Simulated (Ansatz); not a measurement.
# CH4ClFOSn: a ladder of functionals and wavefunction methods

An exercise on one series of results from a longer session: the logs are not shown, and one member is left open.

The runs use Ansatz 0.2.0, Gaussian basis; functionals in def2-TZVPP, the program's frozen cores in correlated methods.

Plan: PBE-D4, r2SCAN-D4, PBE0-D4, B3LYP-D4, ωB97X-V, ωB97M-V, B2PLYP; CCSD(T)/def2-TZVPP; MP2/def2-QZVPP; extrapolation to the limit.

### The relaxed structure

The geometry comes from an earlier relaxation with PBE0-D4 in a triple-zeta def2 set; it is a stationary point, not always the lowest conformer. Sn takes the def2 core potential; no spin-orbit term is included.

SMILES `[OH][SnH]([F])[CH2]Cl`, 9 atoms, charge 0, spin multiplicity 1.

Atoms are counted from 1 here; the program's logs count them from 0.

Bond lengths: O1–Sn2 1.943 Å, O1–H6 0.962 Å, Sn2–F3 1.923 Å, Sn2–C4 2.149 Å, Sn2–H7 1.695 Å, C4–Cl5 1.778 Å, C4–H8 1.089 Å, C4–H9 1.088 Å. Angles: Sn2–O1–H6 112.0°, O1–Sn2–F3 106.9°, O1–Sn2–C4 109.5°, O1–Sn2–H7 108.0°, F3–Sn2–C4 102.9°, F3–Sn2–H7 106.4°, C4–Sn2–H7 122.2°, Sn2–C4–Cl5 109.6°, Sn2–C4–H8 109.1°, Sn2–C4–H9 112.0°, Cl5–C4–H8 108.2°, Cl5–C4–H9 108.1°, H8–C4–H9 109.7°.

Set-up of the first run:

Input file in.yaml:

```yaml
crystal:
  periodic: [false, false, false]
  atoms:
    - {symbol: O, position_ang: [-1.855082, 1.002480, -0.154674]}
    - {symbol: Sn, position_ang: [-0.406555, 0.184947, 0.848698]}
    - {symbol: F, position_ang: [0.673460, 1.618706, 1.537326]}
    - {symbol: C, position_ang: [0.929222, -0.813602, -0.506563]}
    - {symbol: Cl, position_ang: [0.700213, -0.175937, -2.149898]}
    - {symbol: H, position_ang: [-1.586991, 1.236798, -1.048311]}
    - {symbol: H, position_ang: [-1.078368, -0.596413, 2.194481]}
    - {symbol: H, position_ang: [1.956376, -0.615497, -0.205333]}
    - {symbol: H, position_ang: [0.756226, -1.887784, -0.532927]}
basis:
  gaussian: {orbitals: def2-TZVPP}
hamiltonian: {xc: pbe, dispersion: d4}
output: {forces: true, orbitals: {seedname: orbitals}}
```

The run is started by

```console
$ ansatz run in.yaml --threads 4 --pin off --events-out ev --progress --plain --max-ram 10444MiB
```

Among the steps run: PBE-D4 (GGA); r2SCAN-D4 (meta-GGA); PBE0-D4 (hybrid); B3LYP-D4 (hybrid); ωB97X-V (range-separated); ωB97M-V (range-separated); B2PLYP (double hybrid); CCSD(T) in def2-TZVPP; MP2 in def2-QZVPP.

One table of the session follows, with a row left open; its other results are not shown here.

| method | atomisation energy (kJ/mol) |
| --- | --- |
| PBE-D4 | 2994.2 |
| r2SCAN-D4 | 2935.9 |
| PBE0-D4 | 2908.7 |
| B3LYP-D4 | 2902.3 |
| ωB97X-V | 2947.7 |
| ωB97M-V | 2933.6 |
| B2PLYP | 2881.8 |
| HF/def2-TZVPP | 1991.4 |
| MP2/def2-TZVPP | 2923.8 |
| CCSD/def2-TZVPP | ? |
| CCSD(T)/def2-TZVPP | 2857.8 |
| MP2/CBS | 3030.9 |
| CCSD(T)/CBS | 2964.9 |

**Question.** Estimate the row for CCSD/def2-TZVPP.

As computed: atomisation energy (kJ/mol): 2797.7. In the column «atomisation energy (kJ/mol)» it lies between HF/def2-TZVPP (1991.4) and CCSD(T)/def2-TZVPP (2857.8).
